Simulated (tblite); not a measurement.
# C5H10F2OSi: the cost of one run

Programs: tblite 0.8.0 and PySCF 2.14.0, with density-fitted response routines of our own. Each step states its level of theory. These are calculated values for one molecule, in the gas phase or a continuum, unless marked as measured. Atoms are numbered from 0 throughout.

### 1 Starting geometry

19 atoms, charge 0, multiplicity 1; geometry from: force field or distance geometry start.

Bonds of the start (Å): F0–C1 1.37, C1–F2 1.36, C1–O3 1.41, O3–C4 1.43, C4–C5 1.54, C5–C6 1.54, C6–Si7 1.90, Si7–C8 1.92, C8–C4 1.54, C1–H9 1.08, C4–H10 1.10, C5–H11 1.10, C5–H12 1.09, C6–H13 1.10, C6–H14 1.10, Si7–H15 1.49, Si7–H16 1.48, C8–H17 1.09, C8–H18 1.09.

### 2 Relaxing the molecule with GFN2-xTB

What the job is given:

```
{"job": {"kind": "relax", "xc": "GFN2-xTB", "basis": "xTB"}, "charge": 0, "multiplicity": 1}
F      2.877000    -0.412900     0.337900
C      2.495300     0.814800    -0.122400
F      3.081700     1.723600     0.704700
O      1.094900     0.959500    -0.001900
C      0.378300    -0.080300    -0.666000
C      0.023600    -1.232700     0.290200
C     -1.022500    -0.722000     1.298500
Si    -2.173900     0.400000     0.285300
C     -0.943100     0.520300    -1.188300
H      2.841400     0.959800    -1.135600
H      0.960600    -0.443000    -1.530200
H      0.900600    -1.602300     0.838100
H     -0.388200    -2.071600    -0.270500
H     -1.558300    -1.554400     1.767000
H     -0.546400    -0.118700     2.086100
H     -3.414600    -0.318900    -0.127800
H     -2.427900     1.705800     0.942800
H     -0.841500     1.558500    -1.509100
H     -1.346700    -0.076300    -2.006100
```

Command:

```
$ OMP_NUM_THREADS=1 python probes_run.py task.json out
```

The driver reads the jobs from task.json and runs them one after another.

Q: Estimate the wall time and peak memory of this first job on 1 thread of Arm Neoverse N1, shared host.

About 1.6 s, with a peak of 0.18 GiB.
